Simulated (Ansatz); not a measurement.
# Li: the cost of one run

Program: Ansatz 0.2.0. Level of theory: DFT PBEsol, scalar-relativistic, plane waves, PAW. These are calculated values, not measurements.

## Step 1: Starting point

Symmetry: Cmce, No. 64, orthorhombic system. Conventional cell: a = 4.659 Å, b = 7.897 Å, c = 4.665 Å, α = 90.00°, β = 90.00°, γ = 90.00°. Around Li (site symmetry m) lie 7 Li at 2.52 to 2.89 Å.

Structure file:

```
CELL_PARAMETERS angstrom
2.32964 -3.94832 0.00000
2.32964 3.94832 0.00000
0.00000 0.00000 4.66549
ATOMIC_POSITIONS crystal
Li 0.15250 0.84750 0.07850
Li 0.65250 0.34750 0.42150
Li 0.84750 0.15250 0.92150
Li 0.34750 0.65250 0.57850
```

This is candidate A: alpha-gallium type (Cmce, No. 64).

(A quick probe on a coarse mesh, which set the mesh and smearing, is not shown.)

## Step 3: The relaxation (candidate A)

File input.yaml:

```yaml
crystal:
  lattice:
    - [2.3296446261, -3.9483156134, 0.0]
    - [2.3296446261, 3.9483156134, 0.0]
    - [0.0, 0.0, 4.6654869012]
  atoms:
    - { symbol: Li, position: [0.1525, 0.8475, 0.0785] }
    - { symbol: Li, position: [0.6525, 0.3475, 0.4215] }
    - { symbol: Li, position: [0.8475, 0.1525, 0.9215] }
    - { symbol: Li, position: [0.3475, 0.6525, 0.5785] }
basis:
  ecutwfc: 420
kpoints:
  mp_grid: { grid: [12, 12, 10] }
hamiltonian:
  xc: pbesol
scf:
  occupations: { method: gaussian, width: 0.1 }
output:
  forces: true
  stress: true
  eigenvalues: true
relax:
  adjacent_minimum: "off"
  f_tol: 0.01
  max_steps: 80
  cell: { stress_tol: 0.05 }
```

Q: Estimate wall time and peak memory on 1 thread of an x86-64 CPU, shared host.

About 79 s, with a peak of 0.62 GiB.
